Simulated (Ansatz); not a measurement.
# Cd2SeS: a single-point run

The task is a single-point run on Cd2SeS. The structure is shown as the input types it. The cell is built on a prototype (ordering on rocksalt) and needn't be the phase found in nature.

Computed with Ansatz 0.2.0 (density functional or hybrid calculation with the settings of its input, plane waves, unless a step's input says otherwise).

1 further run of the same task is left out (it didn't finish).

### Step 1. Starting point

Symmetry: R-3m, No. 166, trigonal system. The conventional cell has a = 3.939 Å, b = 3.939 Å, c = 19.296 Å, α = 90.00°, β = 90.00°, γ = 120.00°. Around S (site symmetry -3m) lie 6 Cd at 2.75 Å. Around Se (site symmetry -3m) lie 6 Cd at 2.82 Å. Cd (site symmetry 3m) has 3 S at 2.75 Å and 3 Se at 2.82 Å as nearest neighbours.

Structure file:

```cif
data_structure
_symmetry_space_group_name_H-M 'P 1'
_symmetry_Int_Tables_number 1
_cell_length_a 6.8221
_cell_length_b 6.8221
_cell_length_c 6.8221
_cell_angle_alpha 33.559
_cell_angle_beta 33.559
_cell_angle_gamma 33.559
_cell_volume 86.42
loop_
_atom_site_label
_atom_site_type_symbol
_atom_site_fract_x
_atom_site_fract_y
_atom_site_fract_z
_atom_site_occupancy
S1 S 0.00000 0.00000 0.00000 1
Se1 Se 0.50000 0.50000 0.50000 1
Cd1 Cd 0.25300 0.25300 0.25300 1
Cd2 Cd 0.74700 0.74700 0.74700 1
```

### Step 2. The calculation

input.yaml reads:

```yaml
crystal:
  lattice:
    - [1.9694779008, 1.1370785962, 6.4318416944]
    - [-1.9694779008, 1.1370785962, 6.4318416944]
    - [0.0, -2.2741571924, 6.4318416944]
  atoms:
    - { symbol: S, position: [1.0, 0.0, 0.0] }
    - { symbol: Se, position: [0.5, 0.5, 0.5] }
    - { symbol: Cd, position: [0.2530031832, 0.2530031832, 0.2530031832] }
    - { symbol: Cd, position: [0.7469968168, 0.7469968168, 0.7469968168] }
kpoints:
  mp_grid: { grid: [6, 6, 6] }
hamiltonian:
  xc: pbesol
scf:
  occupations: { method: gaussian, width: 1.5 }
  n_extra_bands: 5
output:
  forces: true
  stress: true
  eigenvalues: true
```

Started as:

```
ansatz run input.yaml --threads 4 --pin off --max-ram 3686MiB --backend cpu --events-out ev --progress --plain --runs-dir out
```

Q: Will this input give a usable result? If not, why, and what should change?

This run ends as converged. Convergence says nothing about whether the input makes sense.

The suspect setting: scf.occupations.width is 1.5. Occupations are smeared over electronvolts, wider than many features of the bands.

To check: set scf.occupations.width to 0.05.
